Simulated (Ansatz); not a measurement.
# ReSbP: the cost of one run

Method: DFT PBE, scalar-relativistic, plane waves, PAW, in Ansatz 0.2.0.

## (1) Starting point

Symmetry: P4/mmm, No. 123, tetragonal system. The conventional cell has a = 3.746 Å, b = 3.746 Å, c = 4.567 Å, α = 90.00°, β = 90.00°, γ = 90.00°. Re (site symmetry 4/mmm) has 2 Sb at 2.28 Å in its first shell of neighbours. Sb (site symmetry 4/mmm) has 2 Re at 2.28 Å and 4 P at 2.65 Å in its first shell of neighbours. Around P (site symmetry 4/mmm) lie 4 Sb at 2.65 Å.

Coordinates:

```
CELL_PARAMETERS angstrom
3.74552 0.00000 0.00000
0.00000 3.74552 0.00000
0.00000 0.00000 4.56662
ATOMIC_POSITIONS crystal
Re 0.00000 0.00000 0.50000
Sb 0.00000 0.00000 0.00000
P 0.50000 0.50000 0.00000
```

Recipe of the guess: random cell by space group and Wyckoff sites (P4/mmm, No. 123). Lengths come from tabulated atomic sizes and are only a guess.

## (2) The guess as it stands, on a coarse mesh

Contents of input.yaml:

```yaml
crystal:
  lattice:
    - [3.74551685, 0.0, 0.0]
    - [0.0, 3.74551685, 0.0]
    - [0.0, 0.0, 4.56661661]
  atoms:
    - { symbol: Re, position: [0.0, 0.0, 0.5] }
    - { symbol: Sb, position: [0.0, 0.0, 0.0] }
    - { symbol: P, position: [0.5, 0.5, 0.0] }
basis:
  ecutwfc: 420
kpoints:
  mp_grid: { grid: [4, 4, 4] }
hamiltonian:
  xc: pbe
scf:
  occupations: { method: gaussian, width: 0.1 }
  lower_state_search: "off"
output:
  forces: true
  stress: true
  eigenvalues: true
```

On the command line:

```
ansatz run input.yaml --threads 1 --pin off --max-ram 2560MiB --backend cpu --events-out ev --progress --plain --runs-dir out
```

**Question.** How long does this run take on 1 thread of Arm Neoverse N1, shared host, and how much memory does it need?

About 3.1 s, with a peak of 0.32 GiB.
